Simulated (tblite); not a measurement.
# C10H20CaS5: the cost of one run

Computed with tblite 0.8.0 and PySCF 2.14.0 and routines of our own; the level stands in each step. Atoms count from 0.

## Step 1: The starting structure

36 atoms, charge 2, multiplicity 1; geometry from: force field, distance geometry or constructed start.

## Step 2: Relaxing the molecule with GFN2-xTB

Job settings and geometry (Å):

```
{"job": {"kind": "relax", "xc": "GFN2-xTB", "basis": "xTB"}, "charge": 2, "multiplicity": 1}
C     -2.421900     3.438400    -0.356200
C     -3.387300     2.285000    -0.057600
S     -2.953500     0.707800    -0.878800
C     -2.192400    -0.174200     0.514800
C     -1.450100    -1.412400     0.011600
S     -0.669100    -2.286000     1.407300
C      0.051100    -3.703600     0.505800
C      1.579100    -3.659500     0.392100
S      2.194800    -2.463300    -0.839900
C      2.826800    -1.172100     0.289200
C      3.460200     0.011200    -0.453900
S      2.320300     1.009300    -1.479100
C      1.321800     1.793200    -0.161700
C      0.220700     2.637800    -0.795500
S     -0.831500     3.352400     0.529100
Ca     0.856700     0.525100     2.383500
H     -2.266000     3.567000    -1.430100
H     -2.902600     4.361000    -0.006800
H     -3.504500     2.130700     1.030000
H     -4.370200     2.559400    -0.431300
H     -1.502400     0.491900     1.043100
H     -2.988900    -0.463700     1.216000
H     -0.667100    -1.117200    -0.697400
H     -2.149100    -2.103400    -0.485700
H     -0.216300    -4.590500     1.094100
H     -0.429700    -3.827000    -0.468300
H      2.051100    -3.498400     1.363800
H      1.913200    -4.644000     0.043100
H      3.602300    -1.634500     0.909600
H      2.033500    -0.833600     0.956900
H      4.268900    -0.344300    -1.107800
H      3.930000     0.686700     0.274300
H      1.983900     2.411100     0.449000
H      0.890300     1.006900     0.460600
H      0.639300     3.470000    -1.374500
H     -0.389100     2.029500    -1.467400
```

Launch:

```bash
> OMP_NUM_THREADS=1 python large_run.py task.json out
```

This one command runs all jobs of the session in turn.

Q: Estimate the wall time and peak memory of this first job on 1 thread of Intel Xeon 6975P-C, shared host.

About 9.8 s, with a peak of 0.19 GiB.
